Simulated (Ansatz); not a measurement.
# C2H5FGeSi, SMILES F[SiH2]C#[C][GeH3]: a ladder of methods at one geometry

Computed with the Python package of Ansatz (0.2.0).

`c2h5fgesi.xyz`
```text
10

F    -1.26850    2.29040   -2.07260
Si   -0.19290    1.08330   -2.18940
C    -0.07700    0.26870   -0.58890
C     0.12590   -0.26570    0.49230
Ge    0.20480   -1.13770    2.16130
H    -0.63040    0.12500   -3.19630
H     1.14480    1.63820   -2.57300
H     0.80360   -2.54440    1.97520
H    -1.19130   -1.19300    2.88570
H     1.16410   -0.31590    3.10870
```

The script, `c2h5fgesi_methods.py`:
```python
# -*- coding: utf-8 -*-
'''C2H5FGeSi at several levels of theory.'''

from pathlib import Path

import ansatz as az
import numpy as np

mol = az.Crystal.molecule_from_extxyz('c2h5fgesi.xyz')

base = mol.calculation().basis(gaussian='def2-SVP')

print('functional    E (Ha)        dipole (D)   HOMO (eV)  LUMO (eV)')
for name in ['lda', 'blyp', 'lc_wpbe', 'r2scan', 'pbe0', 'revpbe']:
    summary = base.functional(name).forces().orbitals().run(threads=1, runs_dir='runs').report
    lines = Path(summary['orbitals_path']).read_text().splitlines()
    field_of = lambda key: [line.split('=')[1].strip() for line in lines if line.startswith(key)]
    orbitals = [(27.211386 * float(e), s, float(n)) for e, s, n in zip(field_of('Ene='), field_of('Spin='), field_of('Occup='))]
    homo = max(e for e, _, n in orbitals if n > 0.5)
    lumo = min(e for e, _, n in orbitals if n < 0.5)
    dipole = 4.803205 * np.linalg.norm(summary['charge_distribution']['dipole_moment_e_ang'])
    print(f'{name:10s} {summary["free_energy_ev"] / 27.211386246:14.6f} {dipole:9.3f} {homo:11.3f} {lumo:10.3f}')
```

`python c2h5fgesi_methods.py` gives:
```text
functional    E (Ha)        dipole (D)   HOMO (eV)  LUMO (eV)
lda          -2539.341761     1.708      -7.136     -2.139
blyp         -2545.058062     1.551      -6.833     -1.719
lc_wpbe      -2544.574426     1.686     -10.992      1.198
r2scan       -2544.932627     1.702      -7.356     -1.786
pbe0         -2544.476073     1.736      -8.287     -1.076
revpbe       -2544.776282     1.566      -7.002     -1.851
```

Reading the output:
- The settings weren't tested for convergence.
- The geometry is a force-field or estimated start, not a minimum of this method, and the basis set is short of its limit. A lower total doesn't mark the better method: functionals have no common bound, and MP2 and coupled cluster aren't variational.
- Levels such as HOMO and LUMO are orbital energies: with these approximate functionals they aren't the ionisation energy and electron affinity, and their gap isn't the fundamental gap.
- Run time: 29 s on 1 thread of Arm Neoverse V1, with other jobs on the host, peak memory 0.35 GiB.

(A comment or docstring line of the script was reworded after the run, the code is as it ran; lines on the test bed's own set-up are left out of the output.)
